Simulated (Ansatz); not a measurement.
# CH6BFGe: up Jacob's ladder to CCSD(T)

Aim: compute CH6BFGe with functionals from several rungs and with coupled cluster, and see how far each lands from CCSD(T) at the basis-set limit for the atomisation energy.

Method: functionals in def2-TZVPP, the program's frozen cores in correlated methods; program: Ansatz 0.2.0, Gaussian basis.

Plan: LDA (SPW92), PBE-D4, revPBE-D4, BLYP-D4, r2SCAN-D4, B97M-V, PBE0-D4, B3LYP-D4, r2SCANh-D4, r2SCAN0-D4, HSE06-D4, BHLYP-D4, CAM-B3LYP-D4, LC-ωPBE, ωB97X-V, ωB97M-V, B2PLYP, PBE-QIDH; CCSD(T)/def2-SVP; CCSD(T)/def2-TZVPP; MP2/def2-QZVPP; extrapolation to the limit; RPA on PBE.

**1. Structure used throughout**

All runs share one geometry, relaxed beforehand with PBE0-D4 in a triple-zeta def2 set.

SMILES `C[B](F)[GeH3]`, 10 atoms, charge 0, spin multiplicity 1.

Atoms are counted from 1 here; the program's logs count them from 0.

Bond lengths: C1–B2 1.555 Å, C1–H5 1.096 Å, C1–H6 1.092 Å, C1–H7 1.096 Å, B2–F3 1.329 Å, B2–Ge4 2.089 Å, Ge4–H8 1.540 Å, Ge4–H9 1.540 Å, Ge4–H10 1.540 Å. Angles: B2–C1–H5 110.1°, B2–C1–H6 113.6°, B2–C1–H7 109.6°, H5–C1–H6 109.2°, H5–C1–H7 105.0°, H6–C1–H7 109.0°, C1–B2–F3 119.3°, C1–B2–Ge4 124.4°, F3–B2–Ge4 116.3°, B2–Ge4–H8 111.0°, B2–Ge4–H9 112.1°, B2–Ge4–H10 111.0°, H8–Ge4–H9 107.7°, H8–Ge4–H10 107.2°, H9–Ge4–H10 107.7°.

**2. LDA**

This LDA is Slater exchange with PW92 correlation.

Input file in.yaml:

```yaml
crystal:
  periodic: [false, false, false]
  atoms:
    - {symbol: C, position_ang: [-0.230807, 1.092409, -1.166122]}
    - {symbol: B, position_ang: [0.464981, -0.153891, -0.548470]}
    - {symbol: F, position_ang: [1.409848, -0.781668, -1.240417]}
    - {symbol: Ge, position_ang: [0.016691, -0.944264, 1.332889]}
    - {symbol: H, position_ang: [-0.134434, 1.949948, -0.490617]}
    - {symbol: H, position_ang: [0.154520, 1.365994, -2.150544]}
    - {symbol: H, position_ang: [-1.309508, 0.911468, -1.242915]}
    - {symbol: H, position_ang: [-0.457357, -2.405208, 1.219257]}
    - {symbol: H, position_ang: [-1.090013, -0.146605, 2.046857]}
    - {symbol: H, position_ang: [1.259178, -0.939282, 2.242984]}
basis:
  gaussian: {orbitals: def2-TZVPP}
hamiltonian: {xc: lda}
output: {orbitals: {seedname: orbitals}}
```

After this run come: PBE-D4 (GGA); revPBE-D4 (GGA); BLYP-D4 (GGA); r2SCAN-D4 (meta-GGA); B97M-V (meta-GGA); PBE0-D4 (hybrid); B3LYP-D4 (hybrid); r2SCANh-D4 (hybrid); r2SCAN0-D4 (hybrid); HSE06-D4 (hybrid); BHLYP-D4 (hybrid); CAM-B3LYP-D4 (range-separated); LC-ωPBE-D4 (range-separated); ωB97X-V (range-separated); ωB97M-V (range-separated); B2PLYP (double hybrid); PBE-QIDH (double hybrid); CCSD(T) in def2-SVP; CCSD(T) in def2-TZVPP; MP2 in def2-QZVPP; RPA on PBE orbitals.

**Question.** What will the summary of the whole plan be? Wanted: atomisation energy, CCSD(T)/CBS; farthest beyond LDA; mean size of error, GGA; mean size of error, meta-GGA; mean size of error, hybrid; mean size of error, range-separated; mean size of error, double hybrid; gap, smallest and largest; T1 diagnostic.

As calculated:

| quantity | value |
| --- | --- |
| atomisation energy, CCSD(T)/CBS | 832.6 kcal/mol |
| functionals within 8.3 kcal/mol (1.0 %) | PBE-D4, BLYP-D4, r2SCAN-D4, PBE0-D4, B3LYP-D4, r2SCANh-D4, r2SCAN0-D4, HSE06-D4, CAM-B3LYP-D4, LC-ωPBE, ωB97X-V, ωB97M-V, B2PLYP, PBE-QIDH |
| farthest beyond LDA | BHLYP-D4 (-17.1 kcal/mol) |
| mean size of error, GGA | 8.3 kcal/mol |
| mean size of error, meta-GGA | 6.8 kcal/mol |
| mean size of error, hybrid | 4.2 kcal/mol |
| mean size of error, range-separated | 2.5 kcal/mol |
| mean size of error, double hybrid | 5.6 kcal/mol |
| gap, smallest and largest | 4.44 eV (LDA (SPW92)), 11.78 eV (LC-ωPBE) |
| T1 diagnostic | 0.0127 |
| triples share of the correlation energy | 3.3 % |

What this shows: LDA overbinds by 110.0 kcal/mol (13 %). PBE-D4 is off by +8.1 kcal/mol. Double hybrids carry the basis error of their MP2 part in triple zeta, and no dispersion term here, so their miss is partly the set-up's. The rungs range-separated, hybrid, double hybrid, meta-GGA, GGA miss on average by less than the doubt on the reference (8.3 kcal/mol), so they tie. Misses under about 8.3 kcal/mol are within the doubt on the reference itself, which lacks core-valence correlation, relativity and higher excitations, and its outer-core shells are covered unevenly. Hartree-Fock recovers 76 % of the binding; the rest is correlation. CCSD(T) in def2-SVP is off by -37.1 kcal/mol, worse than the median functional, from the basis alone. Orbital gaps span 4.4 to 11.8 eV; exact exchange widens them. Correlated methods include outer-core shells of Ge, which these sets cover unevenly.
